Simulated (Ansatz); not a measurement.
**AlClH5NOSi: a ladder of functionals and wavefunction methods**

An exercise on one series of results from a longer session: the logs are not shown, and one member is left open.

Method: functionals in def2-TZVPP, the program's frozen cores in correlated methods; program: Ansatz 0.2.0, Gaussian basis.

Levels to be run: PBE-D4, r2SCAN-D4, PBE0-D4, B3LYP-D4, ωB97X-V, ωB97M-V, B2PLYP; CCSD(T)/def2-TZVPP; MP2/def2-QZVPP; extrapolation to the limit.

## The relaxed structure

An earlier PBE0-D4 in a triple-zeta def2 set relaxation fixed the geometry.

SMILES `N[SiH2][Al]([OH])[Cl]`, 10 atoms, charge 0, spin multiplicity 1.

Atoms are counted from 1 here; the program's logs count them from 0.

Bond lengths: N1–Si2 1.731 Å, N1–H6 1.009 Å, N1–H7 1.009 Å, Si2–Al3 2.456 Å, Si2–H8 1.490 Å, Si2–H9 1.490 Å, Al3–O4 1.691 Å, Al3–Cl5 2.116 Å, O4–H10 0.956 Å. Angles: Si2–N1–H6 118.0°, Si2–N1–H7 117.9°, H6–N1–H7 109.4°, N1–Si2–Al3 115.3°, N1–Si2–H8 107.5°, N1–Si2–H9 107.7°, Al3–Si2–H8 109.0°, Al3–Si2–H9 108.8°, H8–Si2–H9 108.3°, Si2–Al3–O4 122.6°, Si2–Al3–Cl5 119.6°, O4–Al3–Cl5 117.9°, Al3–O4–H10 124.3°.

The first run:

File in.yaml:

```yaml
crystal:
  periodic: [false, false, false]
  atoms:
    - {symbol: N, position_ang: [-0.334691, -0.218926, 2.148774]}
    - {symbol: Si, position_ang: [0.284906, -0.861192, 0.665190]}
    - {symbol: Al, position_ang: [-0.010586, 0.575651, -1.304991]}
    - {symbol: O, position_ang: [0.554536, 0.144000, -2.838820]}
    - {symbol: Cl, position_ang: [-1.008695, 2.430403, -1.103726]}
    - {symbol: H, position_ang: [-1.332935, -0.098985, 2.232255]}
    - {symbol: H, position_ang: [0.134169, 0.579655, 2.549068]}
    - {symbol: H, position_ang: [1.738396, -1.121586, 0.860826]}
    - {symbol: H, position_ang: [-0.394040, -2.163625, 0.416154]}
    - {symbol: H, position_ang: [0.451839, 0.683504, -3.621929]}
basis:
  gaussian: {orbitals: def2-TZVPP}
hamiltonian: {xc: pbe, dispersion: d4}
output: {forces: true, orbitals: {seedname: orbitals}}
```

Run with:

```
$ ansatz run in.yaml --threads 4 --pin off --events-out ev --progress --plain --max-ram 10444MiB
```

Steps of the session up to this table: PBE-D4 (GGA); r2SCAN-D4 (meta-GGA); PBE0-D4 (hybrid); B3LYP-D4 (hybrid); ωB97X-V (range-separated); ωB97M-V (range-separated); B2PLYP (double hybrid); CCSD(T) in def2-TZVPP; MP2 in def2-QZVPP.

One of the session's tables, all rows but one given; the rest of the session is left out.

```
            method  atomisation energy (kJ/mol)
            PBE-D4                       3383.7
         r2SCAN-D4                       3361.6
           PBE0-D4                       3325.4
          B3LYP-D4                       3346.2
           ωB97X-V                       3380.4
           ωB97M-V                       3369.9
            B2PLYP                       3313.0
     HF/def2-TZVPP                       2396.0
    MP2/def2-TZVPP                       3320.9
   CCSD/def2-TZVPP                       3210.6
CCSD(T)/def2-TZVPP                            ?
           MP2/CBS                       3435.7
       CCSD(T)/CBS                       3375.6
```

**Question.** Estimate the row for CCSD(T)/def2-TZVPP.

**Answer.** atomisation energy (kJ/mol): 3260.8. In the column «atomisation energy (kJ/mol)» it lies between CCSD/def2-TZVPP (3210.6) and B2PLYP (3313.0).
